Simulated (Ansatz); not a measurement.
Runs of Ansatz 0.2.0 on NaSb2Au. The structure is trigonal, space group P-3m1 (No. 164). The conventional cell has a = 4.357 Å, b = 4.357 Å, c = 6.818 Å, α = 90.00°, β = 90.00°, γ = 120.00°. Na (site symmetry -3m) has 6 Sb at 3.31 Å and 2 Au at 3.41 Å as nearest neighbours. Sb (site symmetry 3m) is surrounded by 3 Au at 2.81 Å. Au (site symmetry -3m) is surrounded by 6 Sb at 2.81 Å. The cell was built by a generator and needn't be a form met in nature.

```tsv
share of exact exchange	gap on the mesh (eV)	pressure (GPa)	largest force (eV/Å)
0.1	none	(a)	0.03
0.25	none	-1.5	0.18
0.05	none	0.0	0.02
0.3	none	-1.9	0.23
0.2	none	-1.2	0.13
0.5	none	-3.3	(b)
0.4	none	-2.6	0.34
0.15	none	-0.8	0.08
```

Alike in all rows: task single point; level HSE06 form with a typed share of exact exchange; potentials or basis Ansatz PAW; no spin polarisation; cell as given; k mesh 4 × 4 × 2; cutoff (eV) 420; smearing fermi-dirac 0.05 eV; the mesh is coarse, so values aren't converged.

Q: Estimate the missing entries.

A: (a) -0.4; (b) 0.44.

Caveats: all runs use coarse meshes; the PAW data sets come from PBE, with cores solved anew for the run's functional, which leaves a small shift of forces and pressure; the thresholds are loose for stress.

A k mesh can miss the band edges, and the runs leave out spin-orbit coupling on Au, Sb.

A gap of «none» marks a metal or a gap under the smearing width.
